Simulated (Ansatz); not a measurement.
# C2H3F3GeO2: the cost of one run

Computed with Ansatz 0.2.0, Gaussian basis. Level: the settings change from run to run.

### 1 The geometry

The structure was relaxed beforehand with PBE0-D4 in a triple-zeta def2 set.

SMILES `CC(=O)[O][Ge]([F])([F])[F]`, 11 atoms, charge 0, spin multiplicity 1.

Atoms are counted from 1 here; the program's logs count them from 0.

Bond lengths: C1–C2 1.479 Å, C1–H9 1.092 Å, C1–H10 1.086 Å, C1–H11 1.092 Å, C2–O3 1.235 Å, C2–O4 1.307 Å, O4–Ge5 1.854 Å, Ge5–F6 1.703 Å, Ge5–F7 1.703 Å, Ge5–F8 1.712 Å. Angles: C2–C1–H9 109.0°, C2–C1–H10 110.4°, C2–C1–H11 109.1°, H9–C1–H10 110.5°, H9–C1–H11 107.3°, H10–C1–H11 110.5°, C1–C2–O3 125.6°, C1–C2–O4 119.0°, O3–C2–O4 115.4°, C2–O4–Ge5 95.9°, O4–Ge5–F6 117.6°, O4–Ge5–F7 117.7°, O4–Ge5–F8 96.6°, F6–Ge5–F7 116.0°, F6–Ge5–F8 101.6°, F7–Ge5–F8 101.6°.

### 2 RPBE/def2-mTZVPP

This run has atoms shaken by 0.03 Å, D4 dispersion.

The input, in.yaml:

```yaml
crystal:
  periodic: [false, false, false]
  atoms:
    - {symbol: C, position_ang: [1.141197, -1.432432, 0.703673]}
    - {symbol: C, position_ang: [0.511654, -0.282813, 0.135334]}
    - {symbol: O, position_ang: [0.961001, 0.714351, -0.227787]}
    - {symbol: O, position_ang: [-0.874011, -0.408506, 0.108116]}
    - {symbol: Ge, position_ang: [-1.055803, 1.307906, -0.691152]}
    - {symbol: F, position_ang: [-0.860131, 2.676221, 0.334231]}
    - {symbol: F, position_ang: [-0.683631, 1.498760, -2.332450]}
    - {symbol: F, position_ang: [-2.860366, 1.234482, -0.778837]}
    - {symbol: H, position_ang: [0.808568, -1.593530, 1.856708]}
    - {symbol: H, position_ang: [2.210776, -1.280013, 0.755795]}
    - {symbol: H, position_ang: [0.933694, -2.378947, 0.200326]}
basis:
  gaussian: {orbitals: def2-mTZVPP}
hamiltonian: {xc: {name: RPBE}, dispersion: d4}
output: {forces: true}
```

The run is started by

```
ansatz run in.yaml --threads 2 --pin off --events-out ev --progress --plain --max-ram 32768MiB --backend cpu
```

What time and memory should one allow on 2 threads of AMD EPYC 7R13, shared host?

About 4.3 s, with a peak of 0.34 GiB.
